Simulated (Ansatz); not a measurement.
# Ta3Re (Fm-3m): equation of state with a fit in Python

Where is the equilibrium volume of Ta3Re (Fm-3m), and how stiff is it? Wanted for Ta3Re (Fm-3m): an equation of state with a fit.

All numbers are computed with the Python package of Ansatz 0.2.0. Level of theory: DFT r2SCAN, plane waves, PAW.

### 1 Starting point

The structure is cubic, space group Fm-3m (No. 225). The conventional cell has a = 6.475 Å, b = 6.475 Å, c = 6.475 Å, α = 90.00°, β = 90.00°, γ = 90.00°. Ta (site symmetry -43m) is surrounded by 4 Ta at 2.80 Å and 4 Re at 2.80 Å. Around Ta (site symmetry m-3m) lie 8 Ta at 2.80 Å. Re (site symmetry m-3m) is surrounded by 8 Ta at 2.80 Å.

No structure file is read: the coordinates are typed or built in the script.

### 2 The script

eos_ta3re.py

```python
# -*- coding: utf-8 -*-
import logging
import sys
import warnings

import ansatz as az
import numpy as np
from pymatgen.analysis.eos import EOS

logging.basicConfig(stream=sys.stdout, format='%(levelname)s %(message)s')
log = logging.getLogger('calc')
log.setLevel(logging.INFO)

OCCUPATIONS = 'fermi_dirac'
SMEARING_WIDTH = 0.1
ECUT = 600
KMESH = (6, 6, 6)

vectors0 = np.array([
    [0.0, 3.237517, 3.237517],
    [3.237517, 0.0, 3.237517],
    [3.237517, 3.237517, 0.0],
])
sites = [
    ('Ta', (0.25, 0.25, 0.25)),
    ('Ta', (0.75, 0.75, 0.75)),
    ('Ta', (0.5, 0.5, 0.5)),
    ('Re', (0.0, 0.0, 0.0)),
]


def build(cell):
    crystal = az.Crystal(lattice=az.Lattice.of(cell))
    for symbol, position in sites:
        crystal = crystal.atom(symbol, position)
    return crystal


def main():
    warnings.simplefilter('ignore', az.DeckWarning)

    volumes, energies = [], []
    for scale in np.linspace(0.94, 1.06, 7):
        cell = vectors0 * scale ** (1 / 3)
        calc = (
            build(cell).calculation()
            .functional(az.Functional.R2SCAN)
            .occupations(OCCUPATIONS, width=SMEARING_WIDTH)
            .basis(ECUT)
            .kpoints(*KMESH)
        )
        report = calc.run(threads=1, pin='off').report
        volumes.append(abs(np.linalg.det(cell)) / len(sites))
        energies.append(report['free_energy_ev'] / len(sites))
        log.info(f'V = {volumes[-1]:8.4f} A^3/atom  F = {energies[-1]:.5f} eV/atom')

    for form in ['murnaghan', 'birch_murnaghan']:
        fit = EOS(eos_name=form).fit(volumes, energies)
        log.info(f'{form:18s} V0 {fit.v0:8.4f} A^3/atom  B0 {fit.b0_GPa:7.1f} GPa  B1 {fit.b1:5.2f}')


if __name__ == '__main__':
    main()
```

### 3 The calls as engine input

The package turns the script's settings into the engine's input (first run):

```yaml
crystal:
  lattice:
    - [0.0, 3.1714266799304784, 3.1714266799304784]
    - [3.1714266799304784, 0.0, 3.1714266799304784]
    - [3.1714266799304784, 3.1714266799304784, 0.0]
  atoms:
    - { symbol: Ta, position: [0.25, 0.25, 0.25] }
    - { symbol: Ta, position: [0.75, 0.75, 0.75] }
    - { symbol: Ta, position: [0.5, 0.5, 0.5] }
    - { symbol: Re, position: [0.0, 0.0, 0.0] }
basis:
  ecutwfc: 600.0
kpoints:
  mp_grid:
    grid: [6, 6, 6]
hamiltonian:
  xc: r2scan
scf:
  occupations:
    method: fermi_dirac
    width: 0.1
```

### 4 The run

Command:

```console
python eos_ta3re.py
```

**Question.** Estimate the equilibrium volume and the bulk modulus.

**Answer**, as computed:

| quantity | value |
| --- | --- |
| runs compared | 7 |
| range of energy | 48.36 meV/atom |
| lowest point, volume (Å³/atom) | 16.967 |
| equilibrium volume (fit) | 16.90 Å³/atom |
| bulk modulus (fit) | 250 GPa |

In words: A third-order Birch-Murnaghan fit through the 7 points has its minimum at 16.90 Å³ an atom, 0.4 % below the typed cell, with a bulk modulus of 250 GPa and dB/dP = 4.2. From that minimum the energy rises by 46.4 meV an atom on the compressed side and 48.6 meV on the expanded side. Caveats:
- The run is spin-unpolarised.
- For a metal this k-point mesh is coarse: on a finer one energies can move by several to tens of meV an atom and pressures by half a GPa or more, differences at one mesh by less.
- Spin-orbit coupling, which matters for elements this heavy, is left out.
- This cell is a computed structure, which may not be the phase found in nature.
